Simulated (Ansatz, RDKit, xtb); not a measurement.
**C3H7FN2Si: which of the isomers drawn lies lowest?**

A sample of isomers of C3H7FN2Si is drawn. Aim: find which of them has the lowest free energy at 298.15 K, then its properties. The sample is small against all isomers, and the most stable one of this formula need not be in it.

The funnel: GFN2-xTB relaxations, single points with a density functional, relaxations at B3LYP/def2-SVP, harmonic vibrations (at GFN2-xTB), and a last energy at a higher level. All values are calculated.

## Step 1: Possible bonding patterns

Isomers were taken from a list of plausible structures; this is a sample, not all of them. That gives 4 candidates.

| label | SMILES | spin |
| --- | --- | --- |
| c050 | N[Si@@H]1NC/C1=C\F | singlet |
| c295 | N#CCCN[SiH2]F | singlet |
| c457 | N[SiH](N)C#CCF | singlet |
| c566 | CC#C[Si](N)(N)F | singlet |

Candidates are built by distance geometry, with a force field where one applies, in up to four conformers (letters a to d).

Q: Predict the outcome of this search (final energies at CCSD(T)/def2-SVP + MP2/def2-TZVPP - MP2/def2-SVP).

| quantity | value |
| --- | --- |
| lowest structure found | CC#C[Si](N)(N)F, singlet |
| next finalist | N#CCCN[SiH2]F, singlet, 22.4 kcal/mol higher in G |
| share at equilibrium, among the finalists | 100.0 % |

The search ends on `CC#C[Si](N)(N)F`. Among the finalists first place is clear (22.4 kcal/mol); structures outside the list aren't covered. r2SCAN-D4/def2-SVP, B3LYP/def2-SVP, HF/def2-SVP and MP2/def2-SVP already put its bonding pattern lowest among the structures in one piece; GFN2-xTB favours the singlet N#CCCN[SiH2]F (c295b, not a finalist); HF/STO-3G favours the singlet N#CCCN[SiH2]F. Lowest found is not proven lowest: the search is finite, and each finalist counts with one conformer. Only 4 drawn patterns were tried, so whole families of isomers are missing, and the result ranks this sample alone.
